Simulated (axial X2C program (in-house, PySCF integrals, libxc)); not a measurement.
# Linear ClCoCl⁺ at several levels

Aim: the two bond lengths and stretching wavenumbers of linear ClCoCl⁺, with and without spin–orbit coupling, at PBE0, HF, B3LYP, MP2.

Program: an in-house X2C program for linear molecules on PySCF integrals. Level of theory: all-electron X2C, two-component (2c) or spin-free, Cl dyall-av3z, Co dyall-v3z. These are calculated values, not measurements.

All values are calculated.

2 further runs of the same task are left out: 2 set aside as unsound or not needed.

## (1) The job

File task.json:

```json
{
 "zs": [
  17,
  27,
  17
 ],
 "q": 1,
 "bas": [
  "dyall-av3z",
  "dyall-v3z",
  "dyall-av3z"
 ],
 "r0": [
  2.1,
  2.1
 ],
 "symm": 1,
 "scan": [
  "PBE0",
  "HF",
  "B3LYP"
 ],
 "levels": [
  "PBE0",
  "HF",
  "PBE"
 ],
 "nst": 2
}
```

Keys: zs atomic numbers; q charge; bas basis sets; r0 starting distance in Å; symm equal bonds; scan levels of the two-bond scan (MP2 follows by itself at each HF point); levels methods; nst determinants followed.

Started as:

```
$ python solin.py task.json out
```

Masses Cl 34.969, Co 58.933, Cl 34.969 u.

## (2) Scan at PBE0, 2c

State: Ω = 4 (beyond evenly filled blocks: ω = 3/2, ω = 5/2). Energies above the lowest point, from the job's result record:

```
r(Cl–Co) (Å)  r(Co–Cl) (Å)  E (meV)
      1.9822        1.9822    53.05
      1.9822        2.0330    25.73
      1.9822        2.0838    51.93
      2.0330        1.9822    25.73
      2.0330        2.0330     0.00
      2.0330        2.0838    27.45
      2.0330        2.1347    96.65
      2.0838        1.9822    51.93
      2.0838        2.0330    27.45
      2.0838        2.0838    55.82
      2.1347        2.0330    96.65
      2.1347        2.1347   195.77
```

A quadratic surface with cubic terms in each bond gives the minimum at 2.031 and 2.031 Å, force constants 3.32, 3.32 and coupling 0.06 mdyn/Å.

## (3) Scan at HF, 2c

State: Ω = 4 (beyond evenly filled blocks: ω = 3/2, ω = 5/2). Energies above the lowest point, from the job's result record:

```
r(Cl–Co) (Å)  r(Co–Cl) (Å)  E (meV)
      1.9822        1.9822   126.41
      1.9822        2.0330    61.45
      1.9822        2.0838    64.24
      2.0330        1.9822    61.45
      2.0330        2.0330     0.00
      2.0330        2.0838     6.09
      2.0330        2.1347    66.79
      2.0838        1.9822    64.24
      2.0838        2.0330     6.09
      2.0838        2.0838    15.30
      2.1347        2.0330    66.79
      2.1347        2.1347   145.32
```

A quadratic surface with cubic terms in each bond gives the minimum at 2.052 and 2.052 Å, force constants 3.88, 3.88 and coupling 0.19 mdyn/Å.

## (4) Scan at B3LYP, 2c

State: Ω = 4 (beyond evenly filled blocks: ω = 3/2, ω = 5/2). Energies above the lowest point, from the job's result record:

```
r(Cl–Co) (Å)  r(Co–Cl) (Å)  E (meV)
      1.9822        1.9822    91.40
      1.9822        2.0330    44.91
      1.9822        2.0838    52.09
      2.0330        1.9822    44.91
      2.0330        2.0330     0.00
      2.0330        2.0838     8.44
      2.0330        2.1347    58.86
      2.0838        1.9822    52.09
      2.0838        2.0330     8.44
      2.0838        2.0838    17.84
      2.1347        2.0330    58.86
      2.1347        2.1347   120.52
```

A quadratic surface with cubic terms in each bond gives the minimum at 2.049 and 2.049 Å, force constants 3.08, 3.08 and coupling 0.06 mdyn/Å.

## (5) Comparison

| level | r(Cl–Co) (Å) | r(Co–Cl) (Å) | lower stretch (cm⁻¹) | upper stretch (cm⁻¹) |
| --- | --- | --- | --- | --- |
| PBE0, 2c | 2.031 | 2.031 | 405.0 | 588.8 |
| HF, 2c | 2.052 | 2.052 | 444.7 | 625.7 |
| B3LYP, 2c | 2.049 | 2.049 | 390.3 | 566.0 |
| MP2, 2c | 1.996 | 1.996 | 447.4 | 627.2 |
| PBE0, spin-free | 2.030 | 2.030 | 405.1 | 589.1 |
| HF, spin-free | 2.052 | 2.052 | 445.0 | 626.1 |
| B3LYP, spin-free | 2.049 | 2.049 | 390.4 | 566.5 |
| MP2, spin-free | 1.996 | 1.996 | 447.7 | 627.7 |

Scans not shown above were run alike.

**Reading.** Over the levels the Cl–Co bond spans 1.996 to 2.052 Å and the Co–Cl bond 1.996 to 2.052 Å. At PBE0 spin–orbit coupling leaves both bonds unchanged to 0.001 Å. Each state is one determinant, the lowest of a limited PBE0 search; the stretches come from a fit to few points and are good to some per cent at best. The stretches are sorted by size, and where the two bonds are alike the symmetric and antisymmetric modes can swap order between levels. MP2 freezes inner shells (threshold -2 hartree). The molecule was held linear; bending was not examined, so a bent shape may lie lower. Open-shell Ω = 0 determinants with evenly filled partner blocks cannot be reached by this program, so the Ω shown need not be the lowest component. Note: functional without a current term on a determinant with orbital currents, of the molecule or an atom. Note: several unpaired electrons, one determinant need not be a pure state.
